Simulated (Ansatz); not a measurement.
Run this with Ansatz's Python interface and show what comes out.

The script, `bend.py`:
```python
"""Bending curve of F2H2NSi."""

from dataclasses import dataclass

import ansatz
from ase import Atoms


@dataclass(frozen=True)
class Options:
    basis: str = "def2-SVP"
    xc: str = "PBE"
    fmax: float = 0.02


settings = Options()


def main() -> None:
    atoms = Atoms(["N", "Si", "F", "F", "H", "H"], positions=[
        [0.0051, 0.8467, -1.0427],
        [0.1945, -0.2676, 0.2345],
        [1.601, -0.9506, 0.0533],
        [-0.8718, -1.3704, 0.135],
        [-0.998, 1.2359, -0.9701],
        [0.1113, 0.4419, 1.5438],
    ])

    # start the scan from a relaxed geometry
    first = (
        ansatz.Crystal.molecule_from_ase(atoms).calculation()
        .basis(gaussian=settings.basis)
        .functional(settings.xc)
        .spin("collinear", total=1)
        .relax(force_tolerance=settings.fmax, max_steps=80)
    )
    atoms.positions = first.run().report["positions_ang"]

    rows = []
    for angle in [90, 100, 110, 120, 135, 150, 165, 179]:
        bent = atoms.copy()
        bent.set_angle(1, 0, 4, angle, indices=[4])
        base = (
            ansatz.Crystal.molecule_from_ase(bent).calculation()
            .basis(gaussian=settings.basis)
            .functional(settings.xc)
            .spin("collinear", total=1)
        )
        rows.append((angle, base.run().report["free_energy_ev"]))
    floor = min(e for _, e in rows)
    for angle, e in rows:
        print(f"angle Si1-N0-H4 = {angle:3d} deg   {1000 * (e - floor):9.1f} meV")


if __name__ == "__main__":
    main()
```

```console
$ python bend.py
angle Si1-N0-H4 =  90 deg       227.4 meV
angle Si1-N0-H4 = 100 deg        68.7 meV
angle Si1-N0-H4 = 110 deg         0.6 meV
angle Si1-N0-H4 = 120 deg         0.0 meV
angle Si1-N0-H4 = 135 deg        84.3 meV
angle Si1-N0-H4 = 150 deg       216.9 meV
angle Si1-N0-H4 = 165 deg       339.9 meV
angle Si1-N0-H4 = 179 deg       404.2 meV
```

What to keep in mind:
- The scan is rigid, and the energies are electronic, in a modest basis. The zero is the lowest point of the grid, which needn't be the minimum.
- The species is open-shell (spin multiplicity 2).
- It ran for 3.1 min on 1 thread of AMD EPYC (Zen 3), with other jobs on the host, peak memory 0.24 GiB.

(Lines on the test bed's own set-up are left out of the output.)
